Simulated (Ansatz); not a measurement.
# Ga4Sb3P: the band gap up the ladder of functionals

The task here is to estimate one member of a computed series from the others.

Code: Ansatz 0.2.0. PAW datasets, plane waves. No spin polarisation and no zero-point or thermal motion; the cell was built from a prototype and may be hypothetical.

## The system as given

The cell was relaxed beforehand with r2SCAN.

It is tetragonal, I-42m (No. 121); a = 5.962 Å, c = 11.890 Å in the conventional setting, 26.41 Å³ an atom. Around P lie 4 Ga at 2.40 Å; around Ga lie 1 P at 2.40 Å and 3 Sb at 2.63–2.67 Å; around Sb lie 4 Ga at 2.63 Å; around Sb lie 4 Ga at 2.67 Å.

As a file:

```cif
data_structure
_symmetry_space_group_name_H-M 'P 1'
_symmetry_Int_Tables_number 1
_cell_length_a 7.2879
_cell_length_b 7.2879
_cell_length_c 7.2879
_cell_angle_alpha 131.715
_cell_angle_beta 131.715
_cell_angle_gamma 70.680
_cell_volume 211.29
loop_
_atom_site_label
_atom_site_type_symbol
_atom_site_fract_x
_atom_site_fract_y
_atom_site_fract_z
_atom_site_occupancy
P1 P 0.00000 0.00000 0.00000 1
Ga1 Ga 0.65120 0.65120 0.53908 1
Sb1 Sb 0.25000 0.75000 0.50000 1
Ga2 Ga 0.88789 0.34880 0.00000 1
Sb2 Sb 0.50000 0.50000 0.00000 1
Ga3 Ga 0.11211 0.11211 0.46092 1
Sb3 Sb 0.75000 0.25000 0.50000 1
Ga4 Ga 0.34880 0.88789 0.00000 1
```

The first run:

input.yaml reads:

```yaml
crystal:
  lattice:
    - [-2.9808101091, 2.9808101091, 5.9449628238]
    - [2.9808101091, -2.9808101091, 5.9449628238]
    - [2.9808101091, 2.9808101091, -5.9449628238]
  atoms:
    - { symbol: P, position: [0.0, 0.0, 0.0] }
    - { symbol: Ga, position: [0.6511953186, 0.6511953186, 0.5390831019] }
    - { symbol: Sb, position: [0.25, 0.75, 0.5] }
    - { symbol: Ga, position: [0.8878877832, 0.3488046814, 0.0] }
    - { symbol: Sb, position: [0.5, 0.5, 0.0] }
    - { symbol: Ga, position: [0.1121122168, 0.1121122168, 0.4609168981] }
    - { symbol: Sb, position: [0.75, 0.25, 0.5] }
    - { symbol: Ga, position: [0.3488046814, 0.8878877832, 0.0] }
kpoints:
  mp_grid: { grid: [6, 6, 6] }
  band_path:
    path:
      - [[0.0, 0.0, 0.0], [1.232084245852e-17, -1.232084245852e-17, 0.5], [0.25, 0.25, 0.25], [-2.383261762864e-17, 0.5, 2.383261762864e-17], [0.0, 0.0, 0.0], [0.5, 0.5, -0.5], [0.3128507324484, 0.6871492675516, -0.3128507324484]]
      - [[-0.3128507324484, 0.3128507324484, 0.3128507324484], [0.0, 0.0, 0.0]]
      - [[1.232084245852e-17, -1.232084245852e-17, 0.5], [-0.1257014648969, 0.1257014648969, 0.5]]
      - [[0.5, 0.5, -0.1257014648969], [0.5, 0.5, -0.5]]
    npoints: 10
hamiltonian:
  xc: pbe
scf:
  occupations: { method: fermi_dirac, width: 0.02 }
  n_extra_bands: 6
output:
  forces: true
  stress: true
  eigenvalues: true
```

On the command line:

```bash
$ ansatz run input.yaml --threads 2 --pin off --max-ram 20275MiB --backend cpu --events-out ev --progress --plain --runs-dir out
```

Steps of the session up to this table: PBE bands along the symmetry lines; Single point with r2SCAN; Single point with HSE06; PBE+SOC at the same geometry; Single point with PBE0.

One of the session's tables, all rows but one given; the rest of the session is left out.

```
  level  gap (eV)
    PBE      0.28
 r2SCAN      0.70
  HSE06      1.05
PBE+SOC      0.10
   PBE0         ?
```

Q: Estimate the row for PBE0 from the others.

The run gave: gap (eV): 1.61. In the column «gap (eV)» it is the highest.

Meshes: PBE 6×6×6, r2SCAN 6×6×6, HSE06 4×4×4, PBE+SOC 6×6×6, PBE0 4×4×4

In words: PBE+SOC gives the least gap, 0.10 eV, and PBE0 the largest, 1.61 eV. PBE reaches 27 % of the HSE06 value, and r2SCAN 67 %. PBE0 lies 0.57 eV above HSE06, which differs from it by screening the long-range exchange.

Limits of these values: Warnings in the runs' records: stress scf threshold loose, stress exchange threshold loose.
